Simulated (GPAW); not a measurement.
A calculation with GPAW 26.7.0 of La3Hf (native input, Cartesian positions):

Contents of run.py:

```python
from ase.io import read
from gpaw import PW
from gpaw.dft import DFT

atoms = read('La3Hf.xyz')

dft = DFT(atoms,
          mode=PW(800),
          xc='PBE',
          kpts={'size': (5, 5, 5), 'gamma': True},
          occupations={'name': 'fermi-dirac', 'width': 0.05},
          nbands=50,
          convergence={'density': 1e-05, 'energy': 1e-05},
          maxiter=150,
          txt='gpaw.txt')
print(f'Energy: {dft.calculate_energy():.6f} eV')
print('Forces (eV/A):')
print(dft.calculate_forces().round(4))
print('Stress (eV/A^3):', dft.calculate_stress().round(6))
dft.write_gpw_file('gs.gpw')
```

File La3Hf.xyz:

```xyz
4
Lattice="5.0451320000 0.0000000000 0.0000000000 0.0000000000 5.0451320000 0.0000000000 0.0000000000 0.0000000000 5.0451320000" Properties=species:S:1:pos:R:3 pbc="T T T"
Hf     0.0000000000      0.0000000000      0.0000000000
La     2.5225660000      2.5225660000      0.0000000000
La     2.5225660000      0.0000000000      2.5225660000
La     0.0000000000      2.5225660000      2.5225660000
```

Potentials or basis: GPAW PAW data sets (gpaw-data 1.2.1), pw.

Command:

```bash
$ OMP_NUM_THREADS=1 python run.py
```

The cell comes from a database or a generator and needn't be the stable form of this composition.

Task: Write the same calculation in another form: ASE script, structure typed inline.

Result: As run:

Contents of run.py:

```python
from ase import Atoms
from ase.dft.bandgap import bandgap
from ase.io import write
from ase.units import Bohr, GPa
from gpaw import GPAW, PW
from gpaw.elf import elf_from_dft_calculation

atoms = Atoms(['Hf', 'La', 'La', 'La'],
              cell=[[5.045132, 0.0, 0.0],
                    [0.0, 5.045132, 0.0],
                    [0.0, 0.0, 5.045132]],
              scaled_positions=[[0.0, 0.0, 0.0],
                                [0.5, 0.5, 0.0],
                                [0.5, 0.0, 0.5],
                                [0.0, 0.5, 0.5]],
              pbc=True)

calc = GPAW(mode=PW(800),
            xc='PBE',
            kpts={'size': (5, 5, 5), 'gamma': True},
            occupations={'name': 'fermi-dirac', 'width': 0.05},
            nbands=50,
            convergence={'density': 1e-05, 'energy': 1e-05},
            maxiter=150,
            txt='gpaw.txt')
atoms.calc = calc
energy = atoms.get_potential_energy()
forces = atoms.get_forces()
stress = atoms.get_stress()
calc.write('gs.gpw')
write('result.traj', atoms)
print(f'Energy: {energy:.6f} eV')
print('Forces (eV/A):')
print(forces.round(4))
print('Stress (GPa):', (stress / GPa).round(3))
print('Fermi level:', round(calc.get_fermi_level(), 4), 'eV')
print(f'Gap: {bandgap(calc)[0]:.4f} eV, direct: {bandgap(calc, direct=True)[0]:.4f} eV')

# fields on the real-space grid
write('density.cube', atoms, data=calc.get_pseudo_density() * Bohr**3)
write('potential.cube', atoms, data=calc.get_electrostatic_potential())
write('elf.cube', atoms, data=elf_from_dft_calculation(calc).data)
```

Potentials or basis: GPAW PAW data sets (gpaw-data 1.2.1), pw.

Launch:

```sh
$ OMP_NUM_THREADS=1 python run.py
```

Both were run:

|  | native input, Cartesian positions | ASE script, structure typed inline |
| --- | --- | --- |
| Pressure | 0.1 GPa | 0.1 GPa |
| Band gap on the k mesh | none (metal or under the smearing width) | none (metal or under the smearing width) |

Keys that steer only the numerical path or the files written may differ.

Caveat: one-centre terms of the f shell are cut off.
